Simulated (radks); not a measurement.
# S⁺ inside a hard spherical wall

Aim: energy, levels and pressure of S⁺ as a wall, at which all orbitals vanish, closes in. The configuration stays [Ne] 3s2 3p3.

Program: radks (a radial shooting solver on a logarithmic mesh, Libxc functionals) version 1. Level of theory: scalar-relativistic Kohn-Sham, PBE, spin-unpolarised, spherical densities, point nucleus. These are calculated values, not measurements, unless marked.

## Step 1: What is computed

- element: sulfur (Z = 16)
- charge: +1
- electrons: 15
- configuration: [Ne] 3s2 3p3

The outer shells:

S⁺
```
[Ne] core
3s [↑↓]
3p [↑ ][↑ ][↑ ]
```

## Step 2: The free atom

The run's settings:

```text
Z 16
configuration [Ne] 3s2 3p3 4s0 3d0 4p0
relativity scalar-relativistic
functional pbe,pbe
spin unpolarised
nucleus point
c 137.035999084
```

## Step 3: Wall at 20 bohr

Input: that of step 2 with these lines changed.

```diff
@@ -6,2 +6,3 @@
 nucleus point
+wall 20 bohr
 c 137.035999084
```

## Step 4: Wall at 15 bohr

Input: that of step 3 with these lines changed.

```diff
@@ -6,3 +6,3 @@
 nucleus point
-wall 20 bohr
+wall 15 bohr
 c 137.035999084
```

## Step 5: Wall at 10 bohr

Input: that of step 4 with these lines changed.

```diff
@@ -6,3 +6,3 @@
 nucleus point
-wall 15 bohr
+wall 10 bohr
 c 137.035999084
```

## Step 6: Wall at 3.5 bohr

Input: that of step 5 with these lines changed.

```diff
@@ -6,3 +6,3 @@
 nucleus point
-wall 10 bohr
+wall 3.5 bohr
 c 137.035999084
```

## Step 7: Wall at 2.5 bohr

Input: that of step 6 with these lines changed.

```diff
@@ -6,3 +6,3 @@
 nucleus point
-wall 3.5 bohr
+wall 2.5 bohr
 c 137.035999084
```

## Step 8: Wall at 2 bohr

Input: that of step 7 with these lines changed.

```diff
@@ -6,3 +6,3 @@
 nucleus point
-wall 2.5 bohr
+wall 2 bohr
 c 137.035999084
```

## Step 9: Wall at 1.5 bohr

Input: that of step 8 with these lines changed.

```diff
@@ -6,3 +6,3 @@
 nucleus point
-wall 2 bohr
+wall 1.5 bohr
 c 137.035999084
```

What does the calculation give? Wanted: for each run, R; E − E(free); ε(3p); ε(4s, empty); ε(3d, empty); ε(4p, empty); pressure.

The runs gave:

```tsv
R (bohr)	E − E(free) (eV)	ε(3p) (eV)	ε(4s, empty) (eV)	ε(3d, empty) (eV)	ε(4p, empty) (eV)	pressure (GPa)
free	0.000	-16.796	-	-	-	0
20	-0.000	-16.796	-	-	-	< 0.0001
15	0.000	-16.796	-	-3.994	-	< 0.0001
10	0.000	-16.796	-5.243	-3.959	-3.086	< 0.0001
3.5	7.164	-12.242	23.141	4.577	31.431	96.3
2.5	50.688	3.905	87.315	23.476	97.248	1412
2	144.27	30.965	180.20	49.366	187.14	6764
1.5	461.90	109.11	417.72	111.20	406.11	44517
```

In words: At the tightest wall, 1.5 bohr, the energy stands 461.90 eV above the free atom and the pressure, −dE/dV, is 44517 GPa. Of the levels in the table that exist at both ends, 3p rises most from the free atom (125.91 eV). From R = 2.5 bohr inwards the highest occupied level lies above zero, pushed up by confinement. Shells are not refilled when levels cross, and a hard wall is a model, not a crystal.
